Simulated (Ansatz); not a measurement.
A nudged elastic band was laid between two geometries of a periodic cell of 63 atoms, Si₆₂P (host Si, host structure diamond, dopant P, one Si atom removed), cell charge +2.

Computed with DFT PBE, scalar-relativistic, plane waves, PAW (Ansatz). Settings: PAW set soft_1, cutoff 420 eV, k mesh 1x1x1, gaussian smearing 0.02 eV, spin collinear.

| Item | Value |
| --- | --- |
| movable images | 5 |
| climbing image | yes |
| spring | 2.0 eV/Å² |
| optimiser | fire |
| start path | straight line |
| force threshold | 0.05 eV/Å |
| iteration limit | 22 |
| end points | relaxed |

Initial state:

```xyz
63
Lattice="10.8600 0.0000 0.0000 0.0000 10.8600 0.0000 0.0000 0.0000 10.8600" Properties=species:S:1:pos:R:3
Si 5.425 0.010 0.013
Si 6.803 1.380 1.344
Si 8.170 2.758 -0.003
Si 9.518 4.154 1.344
Si 8.137 0.023 2.726
Si 9.517 1.382 4.058
Si -0.001 0.004 0.001
Si 1.346 1.400 1.310
Si 2.715 2.715 -0.078
Si 4.031 4.087 1.309
Si 5.429 5.433 0.001
Si 6.767 6.800 1.368
Si 8.128 8.165 0.036
Si 9.492 9.526 1.368
Si 2.720 0.015 2.691
Si 4.084 1.351 4.049
Si 5.419 2.715 2.692
Si 6.786 4.076 4.076
Si 8.131 5.468 2.732
Si 9.492 6.802 4.094
Si 5.434 0.000 5.427
Si 6.813 1.350 6.777
Si 8.171 2.717 5.444
Si 9.554 4.088 6.831
Si 8.172 0.017 8.142
Si 9.554 1.404 9.514
P 0.013 5.422 -0.014
Si 1.279 6.777 1.345
Si 2.675 8.124 -0.001
Si 4.055 9.491 1.342
Si 0.004 2.759 2.690
Si 1.361 4.074 4.073
Si 2.676 5.430 2.691
Si 4.054 6.778 4.058
Si 5.411 8.158 2.724
Si 6.788 9.506 4.073
Si -0.013 0.011 5.436
Si 1.398 1.355 6.783
Si 2.726 2.707 5.405
Si 4.079 4.036 6.780
Si 5.425 5.447 5.436
Si 6.803 6.776 6.807
Si 8.136 8.158 5.451
Si 9.518 9.492 6.806
Si 2.727 -0.024 8.134
Si 4.079 1.355 9.461
Si 5.457 2.708 8.133
Si 6.789 4.073 9.501
Si 8.171 5.430 8.186
Si 9.516 6.779 9.581
Si -0.035 8.165 2.732
Si 1.358 9.511 4.076
Si -0.001 5.434 5.431
Si 1.346 6.743 6.827
Si 2.718 8.126 5.441
Si 4.084 9.482 6.776
Si 0.088 2.723 8.151
Si 2.718 5.357 8.141
Si 4.031 6.743 9.516
Si 5.419 8.124 8.142
Si 6.785 9.510 9.501
Si 0.004 8.124 8.184
Si 1.360 9.505 9.501
```

Final state:

Only the atoms that move by more than 0.05 Å are listed.
```
P27 1.343 4.087 -1.343
```

(1) What changes between the two ends?

(2) What energy profile does the band end with?

(3) What is the geometry of the highest image?

Results:

(1) Contacts lost: Si4–P27, P27–Si28, P27–Si50. Contacts made: Si9–P27, P27–Si57, P27–Si58. The atom that moves furthest is P27, by 2.31 Å; four of its nearest neighbours are Si28 2.30, Si50 2.30, Si4 2.30, Si49 3.79 Å at the first end and Si57 2.30, Si58 2.30, Si9 2.30, Si10 3.79 Å at the last.

(2) The forces met the threshold. The highest image is number 3 of 0 to 6, 1.30 eV above the ends, which have the same energy within 2 meV. The order of the stationary point at the top wasn't checked. Limits of this set-up: coarse k mesh, charged cell in a uniform background, uncorrected.

| image | path coordinate (Å) | energy (eV) | Si4–P27 (Å) | P27–Si28 (Å) | P27–Si50 (Å) |
| --- | --- | --- | --- | --- | --- |
| 0 | 0.00 | 0.00 | 2.30 | 2.30 | 2.30 |
| 1 | 0.44 | 0.18 | 2.35 | 2.35 | 2.35 |
| 2 | 0.88 | 0.82 | 2.51 | 2.51 | 2.51 |
| 3 | 1.32 | 1.30 | 2.78 | 2.79 | 2.78 |
| 4 | 1.76 | 0.82 | 3.14 | 3.14 | 3.14 |
| 5 | 2.20 | 0.19 | 3.52 | 3.52 | 3.52 |
| 6 | 2.64 | 0.00 | 3.83 | 3.83 | 3.83 |

(3) 
```xyz
63
Lattice="10.8600 0.0000 0.0000 0.0000 10.8600 0.0000 0.0000 0.0000 10.8600" Properties=species:S:1:pos:R:3:forces:R:3
Si 5.415 0.017 -0.004 0.00 0.00 0.02
Si 6.796 1.369 1.363 -0.02 -0.01 0.00
Si 8.171 2.740 -0.007 -0.01 0.00 0.02
Si 9.624 4.109 1.236 0.00 -0.03 0.00
Si 8.148 -0.002 2.712 0.00 -0.02 0.00
Si 9.497 1.370 4.065 0.00 -0.01 0.02
Si -0.001 0.001 0.002 0.00 0.00 0.00
Si 1.351 1.384 1.333 0.02 -0.01 0.00
Si 2.594 2.837 -0.035 0.00 0.00 0.03
Si 4.048 4.081 1.333 0.01 -0.02 0.00
Si 5.431 5.433 0.002 0.00 0.00 0.00
Si 6.796 6.787 1.355 0.03 -0.02 -0.02
Si 8.205 8.087 -0.001 0.01 -0.01 -0.03
Si 9.505 9.496 1.355 0.02 -0.03 -0.02
Si 2.722 0.009 2.704 0.00 -0.02 0.01
Si 4.071 1.362 4.076 0.00 0.00 0.02
Si 5.423 2.711 2.705 0.02 0.00 0.01
Si 6.804 4.078 4.057 0.00 -0.02 0.00
Si 8.205 5.431 2.655 0.01 -0.03 -0.01
Si 9.505 6.787 4.064 0.02 -0.02 -0.03
Si 5.432 0.001 5.429 0.01 -0.01 -0.01
Si 6.785 1.362 6.790 -0.02 0.00 0.00
Si 8.156 2.711 5.438 -0.01 0.00 -0.02
Si 9.528 4.081 6.813 0.00 -0.02 -0.01
Si 8.156 0.010 8.139 -0.01 -0.02 0.00
Si 9.527 1.384 9.510 0.00 -0.01 -0.02
P 0.678 4.752 -0.679 0.00 0.00 0.00
Si 1.324 6.669 1.238 0.03 0.00 0.00
Si 2.692 8.121 -0.007 0.00 0.01 0.02
Si 4.063 9.496 1.363 0.01 0.02 0.00
Si 0.008 2.740 2.690 -0.02 0.00 0.01
Si 1.360 4.072 4.073 0.00 0.00 0.00
Si 2.692 5.424 2.690 0.00 0.02 0.01
Si 4.063 6.795 4.064 0.01 0.00 0.02
Si 5.434 8.144 2.712 0.02 0.00 0.00
Si 6.787 9.505 4.073 -0.01 0.01 0.01
Si 0.005 0.018 5.446 -0.02 0.00 0.00
Si 1.357 1.419 6.848 -0.03 0.01 0.01
Si 2.714 2.718 5.438 -0.02 0.02 0.03
Si 4.014 4.075 6.847 -0.01 0.03 0.01
Si 5.415 5.428 5.445 0.00 0.02 0.00
Si 6.796 6.795 6.798 -0.02 0.00 -0.01
Si 8.148 8.144 5.426 0.00 0.00 -0.02
Si 9.497 9.496 6.798 0.00 0.02 -0.01
Si 2.714 0.010 8.147 -0.02 0.03 0.02
Si 4.014 1.419 9.503 -0.01 0.01 0.03
Si 5.422 2.718 8.147 -0.03 0.02 0.02
Si 6.788 4.072 9.500 0.00 0.00 0.00
Si 8.171 5.424 8.169 -0.01 0.02 0.00
Si 9.624 6.668 9.537 0.00 0.00 -0.03
Si 0.001 8.088 2.656 0.03 -0.01 -0.01
Si 1.354 9.489 4.057 0.02 0.00 0.00
Si -0.001 5.433 5.429 0.00 0.00 0.00
Si 1.351 6.765 6.812 0.02 0.00 -0.01
Si 2.722 8.136 5.437 0.00 0.01 -0.02
Si 4.071 9.508 6.790 0.00 0.02 0.00
Si 0.036 2.839 8.267 -0.03 0.00 0.00
Si 2.595 5.397 8.265 0.00 0.03 0.00
Si 4.048 6.765 9.510 0.01 0.00 -0.02
Si 5.423 8.136 8.139 0.02 0.01 0.00
Si 6.804 9.489 9.507 0.00 0.00 -0.02
Si 0.008 8.122 8.168 -0.02 0.01 0.00
Si 1.360 9.504 9.500 0.00 0.00 0.00
```

Run time: 24 min on 4 threads of Intel(R) Xeon(R) Platinum 8259CL CPU @ 2.50GHz (Skylake/Cascade Lake) (shared host), peak memory 5.9 GiB.
